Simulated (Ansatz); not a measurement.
**H₇NSSi₂: one species, many methods**

The task here is to estimate one member of a computed series from the others.

The runs use Ansatz 0.2.0, Gaussian basis; functionals in def2-TZVPP, the program's frozen cores in correlated methods.

The runs, in order: LDA (SPW92), PBE-D4, revPBE-D4, BLYP-D4, r2SCAN-D4, B97M-V, PBE0-D4, B3LYP-D4, r2SCANh-D4, r2SCAN0-D4, HSE06-D4, BHLYP-D4, CAM-B3LYP-D4, LC-ωPBE, ωB97X-V, ωB97M-V, B2PLYP, PBE-QIDH; CCSD(T)/def2-SVP; CCSD(T)/def2-TZVPP; MP2/def2-QZVPP; extrapolation to the limit; RPA on PBE.

## The relaxed structure

An earlier PBE0-D4 in a triple-zeta def2 set relaxation fixed the geometry.

SMILES `N[SiH]([SiH3])S`, 11 atoms, charge 0, spin multiplicity 1.

Atoms are counted from 1 here; the program's logs count them from 0.

Bond lengths: N1–Si2 1.712 Å, N1–H5 1.007 Å, N1–H6 1.007 Å, Si2–Si3 2.339 Å, Si2–S4 2.161 Å, Si2–H7 1.487 Å, Si3–H8 1.489 Å, Si3–H9 1.489 Å, Si3–H10 1.488 Å, S4–H11 1.344 Å. Angles: Si2–N1–H5 120.7°, Si2–N1–H6 120.1°, H5–N1–H6 111.4°, N1–Si2–Si3 110.4°, N1–Si2–S4 110.8°, N1–Si2–H7 106.2°, Si3–Si2–S4 107.6°, Si3–Si2–H7 112.3°, S4–Si2–H7 109.7°, Si2–Si3–H8 109.6°, Si2–Si3–H9 109.2°, Si2–Si3–H10 112.1°, H8–Si3–H9 108.4°, H8–Si3–H10 108.7°, H9–Si3–H10 108.8°, Si2–S4–H11 94.9°.

Set-up of the first run:

The input, in.yaml:

```yaml
crystal:
  periodic: [false, false, false]
  atoms:
    - {symbol: N, position_ang: [-0.645821, 1.716357, -0.592863]}
    - {symbol: Si, position_ang: [-0.154770, 0.079978, -0.710285]}
    - {symbol: Si, position_ang: [1.134841, -0.518160, 1.147689]}
    - {symbol: S, position_ang: [-1.870682, -1.232886, -0.763396]}
    - {symbol: H, position_ang: [-1.123828, 2.052292, 0.227575]}
    - {symbol: H, position_ang: [-0.933183, 2.218085, -1.417570]}
    - {symbol: H, position_ang: [0.603960, -0.035958, -1.984244]}
    - {symbol: H, position_ang: [1.324066, -1.994985, 1.170617]}
    - {symbol: H, position_ang: [0.418818, -0.117384, 2.390138]}
    - {symbol: H, position_ang: [2.472211, 0.134803, 1.133595]}
    - {symbol: H, position_ang: [-1.160212, -2.359241, -0.580757]}
basis:
  gaussian: {orbitals: def2-TZVPP}
hamiltonian: {xc: lda}
output: {orbitals: {seedname: orbitals}}
```

Steps of the session up to this table: LDA; PBE-D4 (GGA); revPBE-D4 (GGA); BLYP-D4 (GGA); r2SCAN-D4 (meta-GGA); B97M-V (meta-GGA); PBE0-D4 (hybrid); B3LYP-D4 (hybrid); r2SCANh-D4 (hybrid); r2SCAN0-D4 (hybrid); HSE06-D4 (hybrid); BHLYP-D4 (hybrid); CAM-B3LYP-D4 (range-separated); LC-ωPBE (range-separated); ωB97X-V (range-separated); ωB97M-V (range-separated); B2PLYP (double hybrid); PBE-QIDH (double hybrid).

One table of the session follows, with a row left open; its other results are not shown here.

It belongs to the step «Orbital energies across the functionals». 

| functional | HOMO (eV) | gap (eV) |
| --- | --- | --- |
| LDA (SPW92) | ? | ? |
| PBE-D4 | -5.85 | 4.74 |
| revPBE-D4 | -5.81 | 4.78 |
| BLYP-D4 | -5.70 | 4.73 |
| r2SCAN-D4 | -6.12 | 5.32 |
| B97M-V | -6.25 | 5.22 |
| PBE0-D4 | -7.03 | 6.75 |
| B3LYP-D4 | -6.81 | 6.33 |
| r2SCANh-D4 | -6.55 | 6.04 |
| r2SCAN0-D4 | -7.20 | 7.11 |
| HSE06-D4 | -6.63 | 5.98 |
| BHLYP-D4 | -8.08 | 8.66 |
| CAM-B3LYP-D4 | -8.31 | 9.04 |
| LC-ωPBE | -9.65 | 11.52 |
| ωB97X-V | -9.32 | 11.03 |
| ωB97M-V | -9.13 | 10.53 |

Q: Estimate the row for LDA (SPW92) from the others.

The run gave: HOMO (eV): -5.95; gap (eV): 4.67. In the column «HOMO (eV)» it lies between r2SCAN-D4 (-6.12) and PBE-D4 (-5.85).
